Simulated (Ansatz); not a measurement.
# F₂H₄N₂Sn: one species, many methods

Aim: compute F₂H₄N₂Sn with functionals from several rungs and with coupled cluster. The yardstick is the atomisation energy at the CCSD(T) limit.

The runs use Ansatz 0.2.0, Gaussian basis; functionals in def2-TZVPP, the program's frozen cores in correlated methods.

Levels to be run: LDA (SPW92), PBE-D4, revPBE-D4, BLYP-D4, r2SCAN-D4, B97M-V, PBE0-D4, B3LYP-D4, r2SCANh-D4, r2SCAN0-D4, HSE06-D4, BHLYP-D4, CAM-B3LYP-D4, LC-ωPBE, ωB97X-V, ωB97M-V, B2PLYP, PBE-QIDH; CCSD(T)/def2-SVP; CCSD(T)/def2-TZVPP; MP2/def2-QZVPP; extrapolation to the limit; RPA on PBE.

## Step 1: The relaxed structure

An earlier PBE0-D4 in a triple-zeta def2 set relaxation fixed the geometry. Sn takes the def2 core potential; no spin-orbit term is included.

SMILES `[NH2][Sn]([NH2])([F])[F]`, 9 atoms, charge 0, spin multiplicity 1.

Atoms are counted from 1 here; the program's logs count them from 0.

Bond lengths: N1–Sn2 1.987 Å, N1–H6 1.012 Å, N1–H7 1.012 Å, Sn2–N3 1.988 Å, Sn2–F4 1.912 Å, Sn2–F5 1.912 Å, N3–H8 1.012 Å, N3–H9 1.012 Å. Angles: Sn2–N1–H6 113.9°, Sn2–N1–H7 112.8°, H6–N1–H7 108.8°, N1–Sn2–N3 114.1°, N1–Sn2–F4 115.2°, N1–Sn2–F5 104.3°, N3–Sn2–F4 104.3°, N3–Sn2–F5 115.2°, F4–Sn2–F5 103.5°, Sn2–N3–H8 113.9°, Sn2–N3–H9 112.8°, H8–N3–H9 108.8°.

## Step 2: LDA

This LDA is Slater exchange with PW92 correlation.

Contents of in.yaml:

```yaml
crystal:
  periodic: [false, false, false]
  atoms:
    - {symbol: N, position_ang: [-1.307937, 1.120167, -0.425315]}
    - {symbol: Sn, position_ang: [0.318420, -0.017998, -0.326898]}
    - {symbol: N, position_ang: [0.456392, -1.092942, 1.339159]}
    - {symbol: F, position_ang: [0.501041, -1.299560, -1.733915]}
    - {symbol: F, position_ang: [1.764284, 1.194410, -0.634884]}
    - {symbol: H, position_ang: [-2.169039, 0.597853, -0.522268]}
    - {symbol: H, position_ang: [-1.259595, 1.809219, -1.164887]}
    - {symbol: H, position_ang: [0.622883, -0.541272, 2.170826]}
    - {symbol: H, position_ang: [1.161950, -1.816078, 1.281084]}
basis:
  gaussian: {orbitals: def2-TZVPP}
hamiltonian: {xc: lda}
output: {orbitals: {seedname: orbitals}}
```

Run with:

```
ansatz run in.yaml --threads 4 --pin off --events-out ev --progress --plain --max-ram 10444MiB
```

After this run come: PBE-D4 (GGA); revPBE-D4 (GGA); BLYP-D4 (GGA); r2SCAN-D4 (meta-GGA); B97M-V (meta-GGA); PBE0-D4 (hybrid); B3LYP-D4 (hybrid); r2SCANh-D4 (hybrid); r2SCAN0-D4 (hybrid); HSE06-D4 (hybrid); BHLYP-D4 (hybrid); CAM-B3LYP-D4 (range-separated); LC-ωPBE (range-separated); ωB97X-V (range-separated); ωB97M-V (range-separated); B2PLYP (double hybrid); PBE-QIDH (double hybrid); CCSD(T) in def2-SVP; CCSD(T) in def2-TZVPP; MP2 in def2-QZVPP; RPA on PBE orbitals.

Before running them: what should the planned runs give, taken together? Wanted: atomisation energy, CCSD(T)/CBS; farthest beyond LDA; mean size of error, GGA; mean size of error, meta-GGA; mean size of error, hybrid; mean size of error, range-separated; mean size of error, double hybrid; gap, smallest and largest; T1 diagnostic.

The runs gave:

```
                               quantity                                            value
        atomisation energy, CCSD(T)/CBS                                   720.1 kcal/mol
functionals within 7.2 kcal/mol (1.0 %)  BLYP-D4, B97M-V, CAM-B3LYP-D4, ωB97X-V, ωB97M-V
                    farthest beyond LDA                        BHLYP-D4 (-45.8 kcal/mol)
                mean size of error, GGA                                     8.5 kcal/mol
           mean size of error, meta-GGA                                     9.7 kcal/mol
             mean size of error, hybrid                                    25.0 kcal/mol
    mean size of error, range-separated                                     5.5 kcal/mol
      mean size of error, double hybrid                                    21.3 kcal/mol
              gap, smallest and largest        4.27 eV (LDA (SPW92)), 12.10 eV (LC-ωPBE)
                          T1 diagnostic                                           0.0135
triples share of the correlation energy                                            3.2 %
```

What this shows: LDA overbinds by 114.2 kcal/mol (16 %). PBE-D4 is off by +10.2 kcal/mol. Double hybrids carry the basis error of their MP2 part in triple zeta, and no dispersion term here, so their miss is partly the set-up's. Taken by rung, range-separated functionals do best (5.5 kcal/mol on average) and hybrid ones worst beyond LDA (25.0 kcal/mol). The gap between the best rungs is small, so their order is not settled. The mean of the hybrids holds BHLYP, with half exact exchange. Misses under about 7.2 kcal/mol are within the doubt on the reference itself, which lacks core-valence correlation, spin-orbit coupling and higher excitations, and its outer-core shells are covered unevenly. All levels share the lack of spin-orbit coupling, which lowers the free heavy atoms and so the true binding. Hartree-Fock recovers 63 % of the binding; the rest is correlation. CCSD(T) in def2-SVP is off by -79.9 kcal/mol, worse than the median functional, from the basis alone. The gap grows from 4.3 to 12.1 eV across the functionals, mostly with the share of exact exchange. Correlated methods include outer-core shells of Sn, which these sets cover unevenly.
